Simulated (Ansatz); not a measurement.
The system is Ti3S2.

```
Ti S
1.0
     2.71311    1.56642    3.23762
    -2.71311    1.56642    3.23762
     0.00000   -3.13283    3.23762
Ti S
3 2
Direct
  0.00000 0.33565 0.66434
  0.66434 0.00000 0.33565
  0.33565 0.66434 0.00000
  0.16784 0.16784 0.16784
  0.83216 0.83216 0.83216
```

The cell comes from a database or a generator and needn't be the stable form of this composition.

Base run:

* Program: Ansatz 0.2.0
* Functional: PBEsol
* Potentials or basis: Ansatz PAW
* Cutoff: 420 eV (not typed: the program's choice for these potentials)
* k mesh: 6 × 6 × 6
* Occupations: fermi-dirac, width 0.05 eV
* Spin: no spin polarisation
* Hubbard terms: Ti d U = 8 eV

Its results: band gap on the k mesh none (metal or under the smearing width); pressure 27.5 GPa; largest force 1.064 eV/Å.

Problem. The run is repeated on the same cell with these changes: hubbard terms from Ti d U = 8 eV to Ti d U = 4 eV. What comes out?

Solution. Band gap on the k mesh none (metal or under the smearing width); pressure 0.4 GPa; largest force 0.090 eV/Å.

Caveats: U without spin polarisation on a metal has little footing; the PAW data sets come from PBE, with cores solved anew for the run's functional, which leaves a small shift of forces and pressure; the density of states is complete only up to the lowest level of the last band computed; forces of over 1 eV/Å show positions far from the minimum, so gaps and moduli don't describe the material at rest (some runs).
